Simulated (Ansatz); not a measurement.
**C₂H₅AlFNS: basis-set convergence**

The task here is to estimate one member of a computed series from the others.

The runs use Ansatz 0.2.0, Gaussian basis; one geometry, several basis sets.

The runs, in order: PBE0-D4/def2-SVP; ωB97M-V/def2-SVP; PBE0-D4/def2-QZVPP; ωB97M-V/def2-QZVPP; the functionals' def2-TZVPP values are taken from earlier runs.

**The geometry**

All runs share one geometry, relaxed beforehand with PBE0-D4 in a triple-zeta def2 set.

11 atoms, charge 0, spin multiplicity 1.

Atoms are counted from 1 here; the program's logs count them from 0.

Bond lengths: C1–S2 1.804 Å, C1–H7 1.090 Å, C1–H8 1.092 Å, C1–H9 1.090 Å, S2–C3 1.778 Å, C3–F4 1.397 Å, C3–N5 1.446 Å, C3–Al6 1.926 Å, N5–Al6 1.736 Å, N5–H10 1.009 Å, Al6–H11 1.568 Å. Angles: S2–C1–H7 110.6°, S2–C1–H8 111.4°, S2–C1–H9 106.9°, H7–C1–H8 110.3°, H7–C1–H9 109.0°, H8–C1–H9 108.5°, C1–S2–C3 101.4°, S2–C3–F4 109.5°, S2–C3–N5 119.7°, S2–C3–Al6 123.8°, F4–C3–N5 111.2°, F4–C3–Al6 122.7°, N5–C3–Al6 60.0°, C3–N5–Al6 73.9°, C3–N5–H10 121.1°, Al6–N5–H10 164.6°, C3–Al6–N5 46.1°, C3–Al6–H11 168.0° and more.

Set-up of the first run:

Input file in.yaml:

```yaml
crystal:
  periodic: [false, false, false]
  atoms:
    - {symbol: C, position_ang: [-1.677997, 0.454863, -0.932167]}
    - {symbol: S, position_ang: [-1.137944, 0.473636, 0.788595]}
    - {symbol: C, position_ang: [0.324502, -0.534045, 0.708801]}
    - {symbol: F, position_ang: [-0.033371, -1.853068, 0.418007]}
    - {symbol: N, position_ang: [1.446664, -0.106279, -0.095940]}
    - {symbol: Al, position_ang: [1.993233, -0.069075, 1.550945]}
    - {symbol: H, position_ang: [-1.870559, -0.565679, -1.262441]}
    - {symbol: H, position_ang: [-0.944754, 0.932481, -1.585062]}
    - {symbol: H, position_ang: [-2.606150, 1.025108, -0.979389]}
    - {symbol: H, position_ang: [1.359337, 0.005806, -1.095018]}
    - {symbol: H, position_ang: [3.212540, 0.179151, 2.504270]}
basis:
  gaussian: {orbitals: def2-SVP}
hamiltonian: {xc: pbe0, dispersion: d4}
output: {orbitals: {seedname: orbitals}}
```

Started as:

```bash
$ ansatz run in.yaml --threads 4 --pin off --events-out ev --progress --plain --max-ram 10444MiB
```

Among the steps run: PBE0-D4 in def2-SVP; ωB97M-V in def2-SVP; PBE0-D4 in def2-QZVPP; ωB97M-V in def2-QZVPP.

One table of the session follows, with a row left open; its other results are not shown here.

It belongs to the step «Density functionals: the series». 

```
functional       basis  HOMO (eV)
   PBE0-D4    def2-SVP      -6.16
   PBE0-D4  def2-TZVPP          ?
   PBE0-D4  def2-QZVPP      -6.30
   ωB97M-V    def2-SVP      -8.35
   ωB97M-V  def2-TZVPP      -8.47
   ωB97M-V  def2-QZVPP      -8.51
```

**Question.** Estimate the row for PBE0-D4, def2-TZVPP.

As computed: HOMO (eV): -6.26. In the column «HOMO (eV)» it lies between PBE0-D4, def2-QZVPP (-6.30) and PBE0-D4, def2-SVP (-6.16).
